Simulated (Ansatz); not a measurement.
Working through a scan of the energy under strain of LiInPt, space group P-6m2

Program: Ansatz 0.2.0 through its Python package.

The cells in order, each with its output:

In [1]:
```python
import ansatz as az
import numpy as np
```

In [2]:
```python
FUNCTIONAL = "pbesol"
ECUT = 450
SMEARING_WIDTH = 0.15
MESH = (9, 9, 12)
```

In [3]:
```python
vectors0 = np.array([
    [4.43983, 0.0, 0.0],
    [-2.21992, 3.84501, 0.0],
    [0.0, 0.0, 2.9206],
])
sites = [
    ("Li", [0.0, 0.0, 0.0]),
    ("In", [1 / 3, 2 / 3, 0.5]),
    ("Pt", [2 / 3, 1 / 3, 0.0]),
]


def on_lattice(cell):
    crystal = az.Crystal(lattice=az.Lattice.of(cell))
    for symbol, position in sites:
        crystal = crystal.atom(symbol, position)
    return crystal
```

In [4]:
```python
values = np.linspace(-0.05, 0.05, 5)
energies = []
for d in values:
    strain = np.array([[0, d / 2, 0], [d / 2, 0, 0], [0, 0, 0]])
    cell = vectors0 @ (np.eye(3) + strain)
    base = (
        on_lattice(cell).calculation()
        .functional(FUNCTIONAL)
        .basis(ECUT)
        .occupations(az.OccupationsMethod.FERMI_DIRAC, width=SMEARING_WIDTH)
        .kpoints(*MESH)
    )
    rep = base.run(threads=1).report
    energies.append(rep["free_energy_ev"] / len(sites))
    print(f"d = {d:+.4f}  F = {energies[-1]:.5f} eV/atom")
energies = np.array(energies)
```
```text
d = -0.0500  F = -6037.91668 eV/atom
d = -0.0250  F = -6037.92126 eV/atom
d = +0.0000  F = -6037.92278 eV/atom
d = +0.0250  F = -6037.92126 eV/atom
d = +0.0500  F = -6037.91669 eV/atom
```

In [5]:
```python
for value, e in zip(values, energies):
    print(f"strain {value:7.3f}   E - Emin = {1000 * (e - energies.min()):9.3f} meV/atom")
curvature = 2 * np.polyfit(values, energies, 3)[1]
volume = abs(np.linalg.det(vectors0)) / len(sites)
print(f"d2E/dd2 over the volume: {curvature / volume * 160.21766:.1f} GPa")
```
```text
strain  -0.050   E - Emin =     6.097 meV/atom
strain  -0.025   E - Emin =     1.522 meV/atom
strain   0.000   E - Emin =     0.000 meV/atom
strain   0.025   E - Emin =     1.522 meV/atom
strain   0.050   E - Emin =     6.097 meV/atom
d2E/dd2 over the volume: 47.0 GPa
```

Against the unstrained cell the energy per atom changes by +6.10 meV at one end of the scan and +6.10 meV at the other, and its second derivative over the volume is 47.0 GPa.

What to keep in mind:
- Total energies depend on the potentials; only differences at equal settings carry meaning.
- The smearing is wide enough that free energy and stress hold a thermal part of the electrons.
- The curvature belongs to this strain pattern and to the cell's stress; it equals a single elastic constant only for simple patterns.
- In a metal a curvature from energy changes of a few meV or less hangs on mesh and smearing, in size and even in sign.
- Spin-orbit coupling, which matters for elements this heavy, is left out.
- The structure comes from a database of computed cells and needn't be a stable or known phase.
- The ions keep their fractional positions (clamped ions).
- Finished in 99 s on 1 thread of Arm Neoverse V2 (shared host), peak memory 0.66 GiB.
